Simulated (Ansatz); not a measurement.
The system is TePtSe.

```xyz
3
Lattice="3.9077 0.0000 0.0000 -1.9538 3.3841 0.0000 0.0000 0.0000 5.3424" Properties=species:S:1:pos:R:3 pbc="T T T"
Pt    0.0000    2.2561    5.3023
Te    0.0000    0.0000    1.3496
Se    1.9538    1.1280    4.0330
```

The cell comes from a database or a generator and needn't be the stable form of this composition.

- Program: Ansatz 0.2.0
- Task: relaxation of cell and atoms
- Functional: PBE
- Potentials or basis: Ansatz PAW
- Cutoff: 420 eV (not typed: the program's choice for these potentials)
- k mesh: 8 × 8 × 5
- Occupations: fermi-dirac, width 0.05 eV
- Spin: no spin polarisation

At the start: volume 23.55 Å³/atom.

Question: How do energy, volume and symmetry change on relaxing?

Answer: It ends after 6 steps and the volume is 23.58 Å³/atom (+0.1 %); space group P3m1 (No. 156, to 0.05 Å).

Step by step:
```
step  energy change (eV)  largest force (eV/Å)  volume (Å³)
   1              0.0000                0.2644        70.65
   2             -0.0109                0.0209        71.49
   3             -0.0118                0.0144        71.13
   4             -0.0122                0.0114        70.76
   5             -0.0122                0.0006        70.74
   6             -0.0123                0.0005        70.74
```

Final structure:
```
CELL_PARAMETERS angstrom
3.95063 0.00000 0.00000
-1.97532 3.42135 0.00000
0.00000 0.00000 5.23353
ATOMIC_POSITIONS crystal
Pt 0.33333 0.66667 0.99169
Te 0.00000 0.00000 0.25765
Se 0.66667 0.33333 0.75066
```

Caveat: the plane-wave basis is chosen anew once the cell has moved, so the energies of steps on either side of that aren't comparable.
